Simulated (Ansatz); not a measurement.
# C2H10N2Si: the cost of one run

Program: Ansatz 0.2.0. Level of theory: RKS PBE0-D4/STO-3G. These are calculated values, not measurements.

### 1 The starting structure

Bond lengths: Si1–N2 1.820 Å, N2–C3 1.470 Å, C3–H4 1.110 Å, C3–H5 1.110 Å, C3–H6 1.110 Å, N2–C7 1.470 Å, C7–H8 1.110 Å, C7–H9 1.110 Å, C7–H10 1.110 Å, Si1–H11 1.460 Å, Si1–H12 1.459 Å, Si1–N13 1.819 Å, N13–H14 1.060 Å, N13–H15 1.060 Å. Angles (14 of 24 angles, heavy atoms first): Si1–N2–C3 120.0°, Si1–N2–C7 120.0°, C3–N2–C7 120.0°, N2–Si1–N13 109.5°, N2–Si1–H11 109.5°, N2–Si1–H12 109.5°, H11–Si1–N13 109.5°, H12–Si1–N13 109.5°, N2–C3–H4 109.5°, N2–C3–H5 109.5°, N2–C3–H6 109.5°, N2–C7–H8 109.5°, N2–C7–H9 109.5°, N2–C7–H10 109.5°.

As a file:

```xyz
15

Si    0.0000    0.0000    0.0000
N     0.0000    0.0000    1.8200
C    -1.2162   -0.3762    2.5550
H    -1.8642   -0.9999    1.9045
H    -0.9378   -0.9533    3.4614
H    -1.7663    0.5401    2.8549
C     1.2162    0.3762    2.5550
H     1.4641   -0.4163    3.2916
H     2.0585    0.4943    1.8418
H     1.0457    1.3351    3.0874
H     1.3768    0.0000   -0.4862
H    -0.6877    1.1914   -0.4862
N    -0.8572   -1.4851   -0.6061
H    -1.3922   -2.1014    0.0704
H    -0.8219   -1.7344   -1.6357
```

### 2 Relaxing the start

input.yaml reads:

```yaml
crystal:
  periodic: [false, false, false]
  atoms:
    - { symbol: Si, position_ang: [0.0, 0.0, 0.0] }
    - { symbol: "N", position_ang: [0.0, 0.0, 1.82] }
    - { symbol: C, position_ang: [-1.2162, -0.3762, 2.555] }
    - { symbol: H, position_ang: [-1.8642, -0.9999, 1.9045] }
    - { symbol: H, position_ang: [-0.9378, -0.9533, 3.4614] }
    - { symbol: H, position_ang: [-1.7663, 0.5401, 2.8549] }
    - { symbol: C, position_ang: [1.2162, 0.3762, 2.555] }
    - { symbol: H, position_ang: [1.4641, -0.4163, 3.2916] }
    - { symbol: H, position_ang: [2.0585, 0.4943, 1.8418] }
    - { symbol: H, position_ang: [1.0457, 1.3351, 3.0874] }
    - { symbol: H, position_ang: [1.3768, 0.0, -0.4862] }
    - { symbol: H, position_ang: [-0.6877, 1.1914, -0.4862] }
    - { symbol: "N", position_ang: [-0.8572, -1.4851, -0.6061] }
    - { symbol: H, position_ang: [-1.3922, -2.1014, 0.0704] }
    - { symbol: H, position_ang: [-0.8219, -1.7344, -1.6357] }
basis:
  gaussian: { orbitals: STO-3G }
hamiltonian:
  xc: pbe0
  dispersion: d4
relax:
  f_tol: 0.02
  max_steps: 40
```

Started as:

```console
$ ansatz run input.yaml --threads 1 --pin off --max-ram 2048MiB --backend cpu --events-out ev --progress --plain --runs-dir out
```

**Question.** How long does this run take on 1 thread of Intel Xeon Platinum 8259CL at 2.50GHz (Skylake/Cascade Lake), shared host, and how much memory does it need?

About 59 s, with a peak of 0.15 GiB.
